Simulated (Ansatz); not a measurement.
# InBiSe2: the cost of one run

Method: DFT PBE, scalar-relativistic, plane waves, PAW, in Ansatz 0.2.0.

## (1) The system as given

Symmetry: P4/mmm, No. 123, tetragonal system. Conventional cell: a = 5.905 Å, b = 5.905 Å, c = 2.656 Å, α = 90.00°, β = 90.00°, γ = 90.00°. Around In (site symmetry 4/mmm) lie 2 In at 2.66 Å and 4 Se at 2.95 Å. Bi (site symmetry 4/mmm) is surrounded by 2 Bi at 2.66 Å. Se (site symmetry mmm) has 2 Se at 2.66 Å and 2 In at 2.95 Å as nearest neighbours.

Structure file:

```
In Bi Se
1.0
     5.90472    0.00000    0.00000
     0.00000    5.90472    0.00000
     0.00000    0.00000    2.65630
In Bi Se
1 1 2
Direct
  0.00000 0.00000 0.00000
  0.50000 0.50000 0.50000
  0.50000 0.00000 0.00000
  0.00000 0.50000 0.00000
```

A structure generator made this guess: perovskite family, infinite layers (P4/mmm, No. 123). Lengths come from tabulated atomic sizes and are only a guess.

## (2) Probe: one point on a coarse mesh

Contents of input.yaml:

```yaml
crystal:
  lattice:
    - [5.90471816, 0.0, 0.0]
    - [0.0, 5.90471816, 0.0]
    - [0.0, 0.0, 2.65629873]
  atoms:
    - { symbol: In, position: [0.0, 0.0, 0.0] }
    - { symbol: Bi, position: [0.5, 0.5, 0.5] }
    - { symbol: Se, position: [0.5, 0.0, 0.0] }
    - { symbol: Se, position: [0.0, 0.5, 0.0] }
basis:
  ecutwfc: 420
kpoints:
  mp_grid: { grid: [4, 4, 6] }
hamiltonian:
  xc: pbe
scf:
  occupations: { method: gaussian, width: 0.1 }
  lower_state_search: "off"
output:
  forces: true
  stress: true
  eigenvalues: true
```

On the command line:

```
ansatz run input.yaml --threads 1 --pin off --max-ram 2048MiB --backend cpu --events-out ev --progress --plain --runs-dir out
```

Q: Estimate wall time and peak memory on 1 thread of Arm Neoverse V1, shared host.

About 6.1 s, with a peak of 0.39 GiB.
